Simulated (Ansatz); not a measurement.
**NaHF2: stress in a strained cell**

Aim: deform NaHF2 (equal xx and yy strain of +2 %) and compute stress, forces and field gradients with LAPW, PAW and all-electron datasets made for the crystal.

Computed with Ansatz 0.2.0 (DFT LDA, scalar-relativistic, unless a step's input says otherwise).

### Step 1. The structure to begin with

Symmetry: R-3m, No. 166, trigonal system. Conventional cell: a = 3.457 Å, b = 3.457 Å, c = 13.917 Å, α = 90.00°, β = 90.00°, γ = 120.00°. Around Na (site symmetry -3m) lie 6 F at 2.26 Å. H (site symmetry -3m) has 2 F at 1.25 Å in its first shell of neighbours. Around F (site symmetry 3m) lie 1 H at 1.25 Å.

Coordinates:

```xyz
4
Lattice="1.7284 0.9979 4.6389 -1.7284 0.9979 4.6389 0.0000 -1.9958 4.6389" Properties=species:S:1:pos:R:3 pbc="T T T"
Na    0.0000    0.0000    0.0000
H     0.0000    0.0000    6.9583
F     0.0000    0.0000    5.7058
F     0.0000    0.0000    8.2108
```

Atoms are numbered in the order of the input: Na1, H2, F3, F4.

### Step 2. After the deformation

Space group R-3m before, R-3m after.

### Step 3. All-electron LAPW

Contents of input.yaml:

```yaml
crystal:
  lattice:
    - [1.7630141214, 1.0178766776, 4.6388706988]
    - [-1.7630141214, 1.0178766776, 4.6388706988]
    - [0.0, -2.0357533553, 4.6388706988]
  atoms:
    - { symbol: Na, position: [0.0, 0.0, 0.0] }
    - { symbol: H, position: [0.5, 0.5, 0.5] }
    - { symbol: F, position: [0.41, 0.41, 0.41] }
    - { symbol: F, position: [0.59, 0.59, 0.59] }
kpoints:
  mp_grid: { grid: [10, 10, 10] }
  band_path:
    path:
      - [0.0, 0.0, 0.0]
      - [0.5, 0.5, 0.5]
      - [0.8012355875, 0.1987644125, 0.5]
      - [0.5, -0.1987644125, 0.1987644125]
      - [0.5, 0.0, 0.0]
      - [0.0, 0.0, 0.0]
      - [0.3493822062, -0.3493822062, 0.0]
      - [0.6506177938, 0.0, 0.3493822062]
      - [0.5, 0.0, 0.5]
    npoints: 5
scf:
  occupations: { method: fermi_dirac, width: 0.02 }
hamiltonian:
  xc: lda
  pseudopotentials: { kind: all_electron, lapw: { basis_error: 0.001 } }
output:
  forces: true
  stress: true
  eigenvalues: true
```

Launch:

```sh
$ ansatz run input.yaml --threads 1 --pin off --max-ram 4096MiB --backend cpu --events-out ev --progress --plain --runs-dir out
```

### Step 4. PAW on the default files

Contents of input.yaml:

```yaml
crystal:
  lattice:
    - [1.7630141214, 1.0178766776, 4.6388706988]
    - [-1.7630141214, 1.0178766776, 4.6388706988]
    - [0.0, -2.0357533553, 4.6388706988]
  atoms:
    - { symbol: Na, position: [0.0, 0.0, 0.0] }
    - { symbol: H, position: [0.5, 0.5, 0.5] }
    - { symbol: F, position: [0.41, 0.41, 0.41] }
    - { symbol: F, position: [0.59, 0.59, 0.59] }
kpoints:
  mp_grid: { grid: [10, 10, 10] }
scf:
  occupations: { method: fermi_dirac, width: 0.02 }
hamiltonian:
  xc: lda
  pseudopotentials: { kind: paw }
output:
  forces: true
  stress: true
  eigenvalues: true
  efg: { contact_densities: true }
```

### Step 5. All-electron PAW on datasets made for the crystal

Edit input.yaml of step 4 so:

```diff
@@ -16,3 +16,3 @@
   xc: lda
-  pseudopotentials: { kind: paw }
+  pseudopotentials: { kind: all_electron, datasets: crystal }
 output:
```

(Steps that only read results are left out.)

Before running it: what results should come out? Wanted: pressure; largest shear or deviatoric stress.

The runs gave:

```
                                 quantity                                              value
                                 pressure  LAPW -7.75, PAW -7.80, crystal datasets -7.75 GPa
largest shear or deviatoric stress (LAPW)                                          10.33 GPa
```

What this shows: The largest part of the stress beyond the pressure is 10.33 GPa in size, in the zz component; the atoms are carried along and not relaxed. No run of the undeformed cell stands beside it, so pressure and stress hold what the given cell had before the change, as far as its symmetry allows. PAW: stress within 0.10 GPa of LAPW, forces within 10 meV/Å. Crystal datasets: stress within 0.01 GPa of LAPW, forces within 1 meV/Å.
